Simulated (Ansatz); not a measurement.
# AlBN: the cost of one run

Computed with Ansatz 0.2.0 (DFT PBE, scalar-relativistic, plane waves, PAW, unless a step's input says otherwise).

### 1 The structure to begin with

Symmetry: P4/mmm, No. 123, tetragonal system. The conventional cell has a = 4.335 Å, b = 4.335 Å, c = 2.662 Å, α = 90.00°, β = 90.00°, γ = 90.00°. Al (site symmetry 4/mmm) is surrounded by 2 Al at 2.66 Å. Around B (site symmetry 4/mmm) lie 2 N at 1.33 Å. Around N (site symmetry 4/mmm) lie 2 B at 1.33 Å.

Coordinates:

```
CELL_PARAMETERS angstrom
4.33506 0.00000 0.00000
0.00000 4.33506 0.00000
0.00000 0.00000 2.66235
ATOMIC_POSITIONS crystal
Al 0.00000 0.00000 0.00000
B 0.50000 0.50000 0.00000
N 0.50000 0.50000 0.50000
```

It is the end of an earlier relaxation with the same method, from a generated guess; it needn't be the stable form of this composition. At a tolerance of 0.05 Å it has space group P4/mmm (No. 123); it has 16.68 Å³/atom, an uncorrected energy of +0.31 eV/atom over the elements.

### 2 Bands, states and charges

input.yaml reads:

```yaml
crystal:
  lattice:
    - [4.3350586889, 0.0, 0.0]
    - [0.0, 4.3350586889, 0.0]
    - [0.0, 0.0, 2.6623473163]
  atoms:
    - { symbol: Al, position: [0.0, 0.0, 0.0] }
    - { symbol: B, position: [0.5, 0.5, 0.0] }
    - { symbol: "N", position: [0.5, 0.5, 0.5] }
basis:
  ecutwfc: 420
kpoints:
  mp_grid: { grid: [10, 10, 18] }
  band_path:
    path:
      - [[0.0, 0.0, 0.0], [0.0, 0.5, 0.0], [0.5, 0.5, 0.0], [0.0, 0.0, 0.0], [0.0, 0.0, 0.5], [0.0, 0.5, 0.5], [0.5, 0.5, 0.5], [0.0, 0.0, 0.5]]
      - [[0.0, 0.5, 0.0], [0.0, 0.5, 0.5]]
      - [[0.5, 0.5, 0.0], [0.5, 0.5, 0.5]]
    npoints: 14
hamiltonian:
  xc: pbe
scf:
  occupations: { method: gaussian, width: 0.1 }
  n_extra_bands: 7
output:
  forces: true
  stress: true
  eigenvalues: true
  populations: true
  dos: { projected: true, de: 0.02, nscf_kmesh: { grid: [12, 12, 22] } }
  bader: true
  write_density: true
  write_potential: true
  elf: true
  volumetric_format: npy
```

Started as:

```console
> ansatz run input.yaml --threads 1 --pin off --max-ram 2560MiB --backend cpu --events-out ev --progress --plain --runs-dir out
```

**Question.** How long does this run take on 1 thread of Arm Neoverse N1, shared host, and how much memory does it need?

About 83 s, with a peak of 0.46 GiB.
